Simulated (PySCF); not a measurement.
# C6H6N: the cost of one run

Programs: PySCF 2.14.0, with routines of our own; each step states its level. All values are computed. Atoms count from 0.

## 1. The starting structure

13 atoms, charge 0, multiplicity 2; geometry from: GFN2-xTB.

## 2. Open-shell or spin-flip excitations: unrestricted TDDFT CAM-B3LYP/def2-SVPD

The job: settings as JSON, then the geometry in Å.

```
{"job": {"kind": "uabs", "xc": "CAM-B3LYP", "basis": "def2-SVPD", "nstates": 10, "tda": false}, "charge": 0, "multiplicity": 2}
N      2.044718    -0.137888     0.268442
C      0.673687    -0.047771     0.083830
C      0.128946     1.033192    -0.609648
C     -1.249897     1.166564    -0.729902
C     -2.031963     0.211178    -0.149841
C     -1.553716    -0.868478     0.533052
C     -0.174460    -0.999061     0.651185
H      2.609894     0.368937    -0.393894
H      2.397472    -1.055385     0.489288
H      0.783787     1.771947    -1.051333
H     -1.669330     2.002902    -1.268813
H     -2.208274    -1.607075     0.971101
H      0.244747    -1.838576     1.188805
```

With the program's defaults for keys left out, this is: unrestricted TDDFT CAM-B3LYP/def2-SVPD, vertical, gas phase, core orbitals frozen in the response.

Command:

```bash
$ OMP_NUM_THREADS=1 python excited_run.py task.json out
```

The driver reads the jobs from task.json and runs them one after another.

**Question.** How long does this first job take on 1 thread of Arm Neoverse V1, shared host, and how much memory does it need?

About 84 s, with a peak of 0.72 GiB.
